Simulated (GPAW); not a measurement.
Input of a GPAW 26.7.0 run:

run.py

```python
from ase.dft.bandgap import bandgap
from ase.io import read, write
from ase.units import GPa
from gpaw import GPAW, PW

atoms = read('PtSe.xyz')

calc = GPAW(mode=PW(450),
            xc='PBE',
            kpts={'size': (7, 7, 6), 'gamma': True},
            occupations={'name': 'fermi-dirac', 'width': 0.05},
            nbands=22,
            maxiter=120,
            txt='gpaw.txt')
atoms.calc = calc
energy = atoms.get_potential_energy()
forces = atoms.get_forces()
stress = atoms.get_stress()
calc.write('gs.gpw')
write('result.traj', atoms)
print(f'Energy: {energy:.6f} eV')
print('Forces (eV/A):')
print(forces.round(4))
print('Stress (GPa):', (stress / GPa).round(3))
print('Fermi level:', round(calc.get_fermi_level(), 4), 'eV')
print(f'Gap: {bandgap(calc)[0]:.4f} eV, direct: {bandgap(calc, direct=True)[0]:.4f} eV')
```

PtSe.xyz

```xyz
2
Lattice="3.7018703299 0.0000000000 0.0000000000 -1.8509351650 3.2059137472 0.0000000000 0.0000000000 0.0000000000 3.6128420300" Properties=species:S:1:pos:R:3 pbc="T T T"
Pt     0.0000000000      0.0000000000      0.0000000000
Se     1.8509351651      1.0686379156      1.8064210150
```

Potentials or basis: GPAW PAW data sets (gpaw-data 1.2.1), pw.

Run with:

```sh
$ OMP_NUM_THREADS=1 python run.py
```

Q: What does it give for the pressure?

A: -11.7 GPa.

Q: Estimate the band gap on the k mesh.

A: None (metal or under the smearing width).

Stress tensor (GPa, compression positive):
```
 -9.97   0.00   0.00
  0.00  -9.97   0.00
  0.00   0.00 -15.14
```

Caveat: the cutoff is short for stress and forces, so pressures can be off by a GPa or more. The run has no spin-orbit coupling, so splittings on Pt are missing.
